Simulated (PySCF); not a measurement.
# CH₇GeSi−: NMR shifts at several levels of theory

How much do the NMR shifts of CH₇GeSi− (`[SiH3][CH2][GeH2-]`) depend on the level of theory, and what does each level cost?

Programs: PySCF 2.14.0, with density-fitted response routines of our own. Each step states its level of theory. These are calculated values for one molecule in the gas phase, unless marked as measured. Atoms count from 0, in the outputs and in this text.

## Step 1: Starting geometry

10 atoms, charge -1, multiplicity 1; geometry from: GFN2-xTB.

Bonds of the start (Å): Si0–C1 1.86, C1–Ge2 2.11, Si0–H3 1.50, Si0–H4 1.47, Si0–H5 1.47, C1–H6 1.10, C1–H7 1.10, Ge2–H8 1.69, Ge2–H9 1.69.

## Step 2: Geometry optimisation at PBE0-D3(BJ)/def2-SVP

Job settings and geometry (Å):

```
{"job": {"xc": "PBE0", "basis": "def2-SVP", "d3": "d3bj", "grid": 1, "kind": "geom"}, "charge": -1, "multiplicity": 1}
Si    -1.075935     0.613266    -0.029247
C     -0.053007    -0.936356    -0.109254
Ge     2.035123    -0.751556     0.094752
H     -2.551426     0.369190    -0.186780
H     -0.784702     1.577021    -1.101521
H     -0.993862     1.316416     1.260054
H     -0.379140    -1.638305     0.669218
H     -0.226682    -1.448375    -1.064650
H      2.122656     0.577445    -0.949224
H      1.915857     0.325909     1.394124
```

Log:

```text
step   0  E = -2407.99636915  max force = 0.025224
step   1  E = -2407.99948578  max force = 0.008067
step   2  E = -2408.00026995  max force = 0.002467
step   3  E = -2408.00034421  max force = 0.000464
step   4  E = -2408.00034917  max force = 0.000364
optimisation converged
```

Wall time 15 s (1 thread, shared host).

Step by step:

| step | energy from step 0 (eV) | largest force component (eV/Å) |
| --- | --- | --- |
| 0 | 0.0000 | 1.2971 |
| 1 | -0.0848 | 0.4148 |
| 2 | -0.1061 | 0.1269 |
| 3 | -0.1082 | 0.0239 |
| 4 | -0.1083 | 0.0187 |

Distances of close pairs at the start and the end, largest changes first:

| bond | before (Å) | after (Å) | change (Å) |
| --- | --- | --- | --- |
| Ge2–H8 | 1.692 | 1.616 | -0.076 |
| Ge2–H9 | 1.692 | 1.616 | -0.076 |
| Si0–H4 | 1.471 | 1.503 | +0.032 |
| Si0–H5 | 1.471 | 1.503 | +0.032 |
| Si0–H3 | 1.504 | 1.530 | +0.026 |
| C1–Ge2 | 2.106 | 2.089 | -0.017 |
| Si0–C1 | 1.859 | 1.848 | -0.010 |
| C1–H6 | 1.098 | 1.104 | +0.006 |

The end geometry stands in the next job.

| at the end point | value |
| --- | --- |
| point group (found at 0.08 Å tolerance) | Cs |
| rotational constants (GHz, main isotopes) | 17.110, 1.934, 1.829 |

## Step 3: Shielding tensors: PBE0/cc-pVTZ

Job settings and geometry (Å):

```
{"job": {"kind": "nmr", "xc": "PBE0", "basis": "cc-pVTZ", "pop": true}, "charge": -1, "multiplicity": 1}
Si    -1.055917     0.565423    -0.031955
C     -0.039881    -0.976291    -0.114058
Ge     2.006761    -0.618829     0.104564
H     -2.567011     0.380673    -0.184505
H     -0.715836     1.548954    -1.116217
H     -0.925358     1.283155     1.281963
H     -0.350590    -1.681362     0.676848
H     -0.197144    -1.487060    -1.080226
H      2.027234     0.622457    -0.930338
H      1.826653     0.368107     1.371771
```

Method: GIAO PBE0/cc-pVTZ NMR shielding, non-relativistic, gas phase.

Log:

```text
coarse grid: 36312 points
cycle   1  E = -2408.3844820071  dE = -8.563e-01  |g| = 4.904e-01  |ddm| = 5.358e+00
cycle   2  E = -2408.3531742441  dE =  3.131e-02  |g| = 5.811e-01  |ddm| = 2.229e+00
cycle   3  E = -2408.4409038603  dE = -8.773e-02  |g| = 1.046e-01  |ddm| = 1.098e+00
cycle   4  E = -2408.4438613977  dE = -2.958e-03  |g| = 1.313e-02  |ddm| = 1.780e-01
cycle   5  E = -2408.4438993514  dE = -3.795e-05  |g| = 3.657e-03  |ddm| = 2.726e-02
cycle   6  E = -2408.4439031129  dE = -3.761e-06  |g| = 1.066e-03  |ddm| = 9.430e-03
final grid: 73776 points
cycle   7  E = -2408.4438967325  dE = -1.125e-07  |g| = 1.278e-03  |ddm| = 6.387e-03
cycle   8  E = -2408.4438966343  dE =  9.818e-08  |g| = 1.543e-03  |ddm| = 4.543e-03
cycle   9  E = -2408.4438971789  dE = -5.446e-07  |g| = 7.004e-05  |ddm| = 2.191e-03
cycle  10  E = -2408.4438971806  dE = -1.733e-09  |g| = 1.890e-05  |ddm| = 1.738e-04
cycle  11  E = -2408.4438971807  dE = -8.185e-11  |g| = 7.458e-06  |ddm| = 4.118e-05
converged SCF energy = -2408.4438971807

GIAO shielding tensors (ppm)
atom      isotropic    diamagn.    paramagn.     s11        s22        s33       span
  0 Si     428.188     885.102    -456.914    377.477    393.941    513.145    135.668
  1 C      199.210     233.355     -34.144    180.004    197.295    220.332     40.328
  2 Ge    1734.550    2755.729   -1021.178   1580.044   1677.863   1945.744    365.700
  3 H       26.124      29.476      -3.352     21.588     23.439     33.344     11.755
  4 H       27.477      30.149      -2.672     24.413     26.272     31.747      7.333
  5 H       27.478      30.150      -2.673     24.413     26.272     31.748      7.335
  6 H       32.500      28.348       4.152     27.761     30.030     39.710     11.948
  7 H       32.502      28.349       4.153     27.763     30.030     39.712     11.948
  8 H       28.278      30.400      -2.122     22.633     26.441     35.761     13.128
  9 H       28.278      30.401      -2.123     22.632     26.439     35.762     13.129
```

Run time: 18 s. Hardware: 1 thread, shared host.

Shifts follow as δ = σ(reference) − σ, with reference shieldings (ppm) from runs at the same level and on the same kind of geometry: 1H TMS 31.29, 13C TMS 187.3, 29Si TMS 360.0, 73Ge GeMe4 1415. The references are single molecules in the gas phase. Atoms listed in one row are averaged.

| atoms | environment | σ (ppm) | δ (ppm) |
| --- | --- | --- | --- |
| C1 | sp3 CH2 bonded to Ge and Si | 199.2 | -11.9 |
| H3, H4, H5 | hydrogen on a silicon bonded to C | 27.03 | 4.26 |
| H8, H9 | hydrogen on a germanium bonded to C | 28.28 | 3.01 |
| H6, H7 | hydrogen on an sp3 CH2 bonded to Ge and Si | 32.50 | -1.21 |
| Si0 | silicon bonded to C, 3 H | 428.2 | -68.2 |
| Ge2 | germanium bonded to C, 2 H | 1735 | -319 |

Charges from the same density, by scheme (e):

| atoms | Mulliken | IAO | Hirshfeld | ESP fit |
| --- | --- | --- | --- | --- |
| Si0 | 0.18 | 0.58 | 0.22 | 0.23 |
| C1 | -0.32 | -0.77 | -0.28 | -0.04 |
| Ge2 | -0.28 | -0.29 | -0.25 | -0.81 |

Mayer bond orders: Si0–C1 1.10, C1–Ge2 0.84.

## Step 4: Shielding tensors: PBE0/aug-cc-pVDZ

Settings changed since step 3:

```diff
@@ -1,2 +1,2 @@
-{"job": {"kind": "nmr", "xc": "PBE0", "basis": "cc-pVTZ", "pop": true}, "charge": -1, "multiplicity": 1}
+{"job": {"kind": "nmr", "xc": "PBE0", "basis": "aug-cc-pVDZ", "pop": true}, "charge": -1, "multiplicity": 1}
 Si    -1.055917     0.565423    -0.031955
```

With the program's defaults for keys left out, this is: GIAO PBE0/aug-cc-pVDZ NMR shielding, non-relativistic, gas phase.

Log:

```text
coarse grid: 36312 points
cycle   1  E = -2408.2965580766  dE = -8.276e-01  |g| = 3.845e-01  |ddm| = 5.916e+00
cycle   2  E = -2408.2604832547  dE =  3.607e-02  |g| = 5.321e-01  |ddm| = 2.175e+00
cycle   3  E = -2408.3490842324  dE = -8.860e-02  |g| = 4.902e-02  |ddm| = 1.081e+00
cycle   4  E = -2408.3498950657  dE = -8.108e-04  |g| = 1.611e-02  |ddm| = 1.935e-01
cycle   5  E = -2408.3500083033  dE = -1.132e-04  |g| = 3.603e-03  |ddm| = 5.400e-02
cycle   6  E = -2408.3500118934  dE = -3.590e-06  |g| = 6.595e-04  |ddm| = 1.439e-02
final grid: 73776 points
cycle   7  E = -2408.3500162014  dE = -1.941e-07  |g| = 6.339e-04  |ddm| = 1.244e-02
cycle   8  E = -2408.3500161894  dE =  1.201e-08  |g| = 6.671e-04  |ddm| = 3.884e-03
cycle   9  E = -2408.3500163522  dE = -1.628e-07  |g| = 9.175e-05  |ddm| = 1.919e-03
cycle  10  E = -2408.3500163545  dE = -2.236e-09  |g| = 1.712e-05  |ddm| = 1.889e-04
cycle  11  E = -2408.3500163546  dE = -1.105e-10  |g| = 5.054e-06  |ddm| = 7.899e-05
converged SCF energy = -2408.3500163546

GIAO shielding tensors (ppm)
atom      isotropic    diamagn.    paramagn.     s11        s22        s33       span
  0 Si     488.300     894.567    -406.267    442.454    458.962    563.482    121.028
  1 C      201.408     212.648     -11.240    184.788    204.383    215.053     30.265
  2 Ge    1800.608    2749.163    -948.555   1619.653   1755.372   2026.799    407.146
  3 H       25.985      29.246      -3.261     21.230     23.260     33.465     12.235
  4 H       27.500      29.590      -2.090     24.415     26.292     31.792      7.377
  5 H       27.500      29.591      -2.091     24.415     26.293     31.793      7.378
  6 H       32.456      33.550      -1.095     27.966     30.104     39.298     11.332
  7 H       32.457      33.561      -1.103     27.968     30.104     39.300     11.332
  8 H       28.106      27.268       0.838     22.318     26.417     35.583     13.265
  9 H       28.106      27.269       0.836     22.318     26.415     35.584     13.267
```

Run time: 12 s. Hardware: 1 thread, shared host.

This run: δ C1 -6.3, Si0 -71.6, Ge2 -287, H3 4.40, H8 3.29 ppm (means over like atoms).

## Step 5: Shielding tensors: PBE0/pcSseg-0

Settings changed since step 4:

```diff
@@ -1,2 +1,2 @@
-{"job": {"kind": "nmr", "xc": "PBE0", "basis": "aug-cc-pVDZ", "pop": true}, "charge": -1, "multiplicity": 1}
+{"job": {"kind": "nmr", "xc": "PBE0", "basis": "pcSseg-0", "pop": true}, "charge": -1, "multiplicity": 1}
 Si    -1.055917     0.565423    -0.031955
```

Method: GIAO PBE0/pcSseg-0 NMR shielding, non-relativistic, gas phase.

Log:

```text
coarse grid: 36312 points
cycle   1  E = -2405.5080681277  dE = -1.382e+00  |g| = 3.531e-01  |ddm| = 2.998e+00
cycle   2  E = -2405.4940880269  dE =  1.398e-02  |g| = 4.167e-01  |ddm| = 1.436e+00
cycle   3  E = -2405.5450948332  dE = -5.101e-02  |g| = 5.017e-02  |ddm| = 6.893e-01
cycle   4  E = -2405.5458509462  dE = -7.561e-04  |g| = 1.164e-02  |ddm| = 1.325e-01
cycle   5  E = -2405.5459010258  dE = -5.008e-05  |g| = 1.701e-03  |ddm| = 3.992e-02
cycle   6  E = -2405.5459020061  dE = -9.803e-07  |g| = 4.466e-04  |ddm| = 5.784e-03
final grid: 73776 points
cycle   7  E = -2405.5458679156  dE = -8.079e-08  |g| = 3.390e-04  |ddm| = 2.444e-03
cycle   8  E = -2405.5458679172  dE = -1.643e-09  |g| = 3.708e-04  |ddm| = 1.739e-03
cycle   9  E = -2405.5458679648  dE = -4.756e-08  |g| = 6.690e-05  |ddm| = 7.541e-04
cycle  10  E = -2405.5458679661  dE = -1.337e-09  |g| = 6.983e-06  |ddm| = 1.132e-04
cycle  11  E = -2405.5458679661  dE = -2.547e-11  |g| = 1.106e-06  |ddm| = 2.360e-05
converged SCF energy = -2405.5458679661

GIAO shielding tensors (ppm)
atom      isotropic    diamagn.    paramagn.     s11        s22        s33       span
  0 Si     455.354     879.024    -423.670    398.860    415.903    551.298    152.438
  1 C      210.603     253.042     -42.439    190.322    207.644    233.843     43.521
  2 Ge    1746.557    2746.277    -999.720   1537.939   1731.832   1969.901    431.962
  3 H       27.686      28.890      -1.204     22.187     25.223     35.648     13.461
  4 H       29.034      29.246      -0.212     24.925     27.678     34.500      9.575
  5 H       29.034      29.244      -0.209     24.924     27.678     34.500      9.576
  6 H       34.713      31.963       2.751     29.251     31.861     43.028     13.777
  7 H       34.715      31.968       2.747     29.253     31.861     43.029     13.776
  8 H       29.005      29.058      -0.053     22.170     27.756     37.090     14.921
  9 H       29.005      29.055      -0.051     22.169     27.754     37.091     14.922
```

Wall time 3.5 s (1 thread, shared host).

Key values: δ C1 -17.1, Si0 -106.8, Ge2 -198, H3 4.25, H8 3.83 ppm (means over like atoms).

## Step 6: Run by run: NMR shifts

Shifts (ppm), means over like atoms, with basis size and wall time:

| run | C1 | H3 | H8 | H6 | Si0 | Ge2 | functions | time |
| --- | --- | --- | --- | --- | --- | --- | --- | --- |
| PBE0/cc-pVTZ | -11.9 | 4.26 | 3.01 | -1.21 | -68.2 | -319 | 205 | 18 s |
| PBE0/aug-cc-pVDZ | -6.3 | 4.40 | 3.29 | -1.06 | -71.6 | -287 | 149 | 12 s |
| PBE0/pcSseg-0 | -17.1 | 4.25 | 3.83 | -1.88 | -106.8 | -198 | 61 | 3.5 s |

## Step 7: What came out

| quantity | value |
| --- | --- |
| point group | Cs |
| rotational constants (main isotopes) | 17.11, 1.93, 1.83 GHz |
| 13C shifts against TMS (PBE0/cc-pVTZ) | -11.9 ppm |
| 1H shifts against TMS (PBE0/cc-pVTZ, means over atoms taken as alike) | 4.26, 3.01, -1.21 ppm |
| 29Si shifts against TMS (PBE0/cc-pVTZ) | -68.2 ppm |
| 73Ge shifts against GeMe4 (PBE0/cc-pVTZ) | -319 ppm |
| range of the shift of Ge2 | -319 to -198 ppm |

**Reading.** Single values in the summary come from the first run of each kind that ended normally (PBE0/cc-pVTZ), which need not be the best level. Over 4 steps the energy fell by 0.108 eV; of the close pairs, Ge2–H8 changed most, 1.692 to 1.616 Å. No frequency check was run at this level, so the end point may be a saddle. At PBE0/cc-pVTZ: The widest tensor belongs to Ge2: span 366 ppm, with a paramagnetic part of -1021 ppm. Across the 3 runs the shift of Ge2 moves most, between -319 (PBE0/cc-pVTZ) and -198 ppm (PBE0/pcSseg-0). Most of that comes from the computed reference, not from the atom's own shielding. Spin-orbit coupling is left out, which matters for shieldings and couplings at and beside the heavy atoms.
